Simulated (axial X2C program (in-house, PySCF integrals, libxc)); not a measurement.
**A two-component session on TeSn⁺: properties at the nuclei**

Aim: properties at the nuclei of TeSn⁺, with spin–orbit coupling in the Hamiltonian from the start.

Computed with an in-house X2C program for linear molecules on PySCF integrals. Level: two-component X2C with atomic mean-field terms, Te dyall-cv3z, Sn dyall-cv3z.

All values are calculated.

## 1. Input

Input file task.json:

```json
{"zs": [52, 50], "q": 1, "bas": ["dyall-cv3z", "dyall-cv3z"], "r0": 2.58, "levels": ["PBE0", "HF", "B3LYP", "LDA", "PBE"], "nst": 3}
```

Keys: zs atomic numbers; q charge; bas basis sets; r0 starting distance in Å; levels methods (HF also brings MP2); nst determinants followed.

The run is started by

```sh
python soeom.py task.json out
```

The runs that follow: Expectation values, lowest determinant; Expectation values, a higher determinant; Expectation values, a higher determinant.

Before running it: what results should come out? Wanted: lowest state; Eeff magnitude; Ws magnitude Te; A∥/gI Te; qzz Te; higher state; Eeff magnitude; Ws magnitude Te; A∥/gI Te.

As calculated:

| quantity | value |
| --- | --- |
| lowest state | Ω = 3/2 (unpaired: ω = 3/2) |
| Eeff magnitude (GV/cm), PBE0 | 0.621 |
| Ws magnitude Te (kHz), PBE0 | 0.294 |
| A∥/gI Te (MHz), PBE0 | 384 |
| qzz Te (a.u.), PBE0 | -2.10 |
| higher state | Ω = 1/2 (unpaired: ω = 1/2) |
| Eeff magnitude (GV/cm), PBE0, higher state | 6.43 |
| Ws magnitude Te (kHz), PBE0, higher state | 3.59 |
| A∥/gI Te (MHz), PBE0, higher state | 2680 |
| qzz Te (a.u.), PBE0, higher state | -2.22 |
| higher state | Ω = 1/2 (unpaired: 2 × ω = -1/2, ω = 3/2) |
| Eeff magnitude (GV/cm), PBE0, higher state | 4.5 |
| Ws magnitude Te (kHz), PBE0, higher state | 1.23 |
| A∥/gI Te (MHz), PBE0, higher state | -1560 |
| qzz Te (a.u.), PBE0, higher state | -7.23 |

What this shows: In the first state, the effective field runs from 0.233 to 5.57 GV/cm over the mean-field levels, so the levels don't agree on it. The expectation values come from single determinants. Eeff is the effective electric field on the electron dipole moment in this Ω state and Ws the scalar–pseudoscalar constant (defined with the proton number Z and per Ω); A∥ is the parallel hyperfine constant, which follows by multiplying with the nuclear g factor gI = μI/(I μN); qzz is the electric field gradient, eQq0 = 234.96 MHz × Q/barn × qzz. The operators were transformed with the bare-nucleus X2C matrices.
